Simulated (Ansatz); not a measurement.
Relaxation of a periodic cell of 22 atoms, H$_{3}$C$_{18}$N (surface graphene monolayer, adsorbate NH3), to a largest force component of 0.03 eV/Å in at most 60 steps.

Method: DFT PBE-D3(BJ), scalar-relativistic, plane waves, PAW (Ansatz 0.2.0). Settings: cutoff 420 eV, k mesh 2x2x1, gaussian smearing 0.05 eV, no spin polarisation.

```xyz
22
Lattice="7.3980 0.0000 0.0000 -3.6990 6.4069 0.0000 0.0000 0.0000 12.0000" Properties=species:S:1:pos:R:3
C 0.000 0.000 1.000
C 1.233 0.712 1.000
C -1.233 2.136 1.000
C 0.000 2.847 1.000
C -2.466 4.271 1.000
C -1.233 4.983 1.000
C 2.466 0.000 1.000
C 3.699 0.712 1.000
C 1.233 2.136 1.000
C 2.466 2.847 1.000
C 0.000 4.271 1.000
C 1.233 4.983 1.000
C 4.932 0.000 1.000
C 6.165 0.712 1.000
C 3.699 2.136 1.000
C 4.932 2.847 1.000
C 2.466 4.271 1.000
C 3.699 4.983 1.000
N 3.699 0.712 2.490
H 3.288 3.322 1.560
H 4.608 0.936 3.070
H 3.053 1.390 3.070
```

Q: Where does it end, and by what steps?

A: It converged. Limits of this set-up: coarse k mesh, slab without dipole correction. After 12 steps the energy has fallen by 5.069 eV; H20 moved furthest, 1.14 Å. The start is strongly strained (largest force component 9 eV/Å).

```tsv
step	energy less start (eV)	largest force component (eV/Å)	accepted
0	0.0000	8.763	yes
1	-2.6200	3.541	yes
2	-3.9291	1.267	yes
3	-4.3748	1.070	yes
4	-4.7247	0.556	yes
5	-4.8943	0.777	yes
6	-5.0271	0.296	yes
7	-5.0419	0.629	yes
8	-5.0557	0.665	yes
9	-5.0476	0.744	no
10	-5.0649	0.170	yes
11	-5.0687	0.066	yes
12	-5.0689	0.011	yes
```

```xyz
22
Lattice="7.3980 0.0000 0.0000 -3.6990 6.4069 0.0000 0.0000 0.0000 12.0000" Properties=species:S:1:pos:R:3
C 0.050 0.046 0.755
C 1.293 0.755 0.839
C -1.179 2.172 0.847
C 0.044 2.884 0.877
C -2.416 4.311 0.791
C -1.183 5.027 0.855
C 2.507 0.034 0.941
C 3.764 0.733 1.413
C 1.256 2.163 0.913
C 2.517 2.905 1.146
C 0.050 4.307 0.898
C 1.287 5.039 0.868
C 5.004 0.034 0.928
C 6.214 0.748 0.826
C 3.783 2.176 1.006
C 4.976 2.876 0.847
C 2.517 4.351 0.843
C 3.749 5.036 0.776
N 3.773 0.581 2.917
H 2.469 2.967 2.272
H 4.556 1.107 3.315
H 2.908 0.953 3.318
```

Time of the run: 72 s on 1 thread of Intel(R) Xeon(R) Platinum 8488C (Sapphire Rapids), with other jobs on the host, peak memory 0.72 GiB.
